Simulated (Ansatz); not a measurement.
Run this with Ansatz 0.2.0, Python API and show what comes out.

`bend_h4osesn.py`:
```python
"""Energy of H4OSeSn against one bond angle."""

import ansatz as az
from ase import Atoms

atoms = Atoms(["O", "Sn", "Se", "H", "H", "H", "H"], positions=[
    (-1.3406, -0.8875, -0.6146),
    (-0.0468, 0.4876, -0.0479),
    (2.2485, -0.5557, -0.1492),
    (-2.1804, -0.3559, -0.5604),
    (-0.0986, 1.8711, -1.1303),
    (-0.393, 1.0118, 1.5908),
    (1.8721, -1.6393, 0.8659),
])

# start the scan from a relaxed geometry
first = az.Crystal.molecule_from_ase(atoms).calculation()
first = first.basis(gaussian="def2-SVP")
first = first.functional("r2SCAN")
first = first.relax(force_tolerance=0.02, max_steps=80)
atoms.positions = first.run(threads=1).report["positions_ang"]

rows = []
for angle in [85, 95, 105, 115, 125, 140, 160]:
    bent = atoms.copy()
    bent.set_angle(1, 0, 3, angle, indices=[3])
    calc = (
        az.Crystal.molecule_from_ase(bent).calculation()
        .basis(gaussian="def2-SVP")
        .functional("r2SCAN")
    )
    rows.append((angle, calc.run(threads=1).report["free_energy_ev"]))
floor = min(e for _, e in rows)
for angle, e in rows:
    print(f"angle Sn1-O0-H3 = {angle:3d} deg   {1000 * (e - floor):9.1f} meV")
```

```console
$ python bend_h4osesn.py
angle Sn1-O0-H3 =  85 deg       321.9 meV
angle Sn1-O0-H3 =  95 deg       112.5 meV
angle Sn1-O0-H3 = 105 deg        13.9 meV
angle Sn1-O0-H3 = 115 deg         0.0 meV
angle Sn1-O0-H3 = 125 deg        49.0 meV
angle Sn1-O0-H3 = 140 deg       196.2 meV
angle Sn1-O0-H3 = 160 deg       424.6 meV
```

Notes:
- The scan is rigid, and the energies are electronic, in a modest basis. The zero is the lowest point of the grid, which needn't be the minimum.
- def2 sets replace the cores of elements past krypton by effective core potentials.
- Timing: 4 min on 1 thread of Arm Neoverse N1 (shared host), peak memory 0.23 GiB.
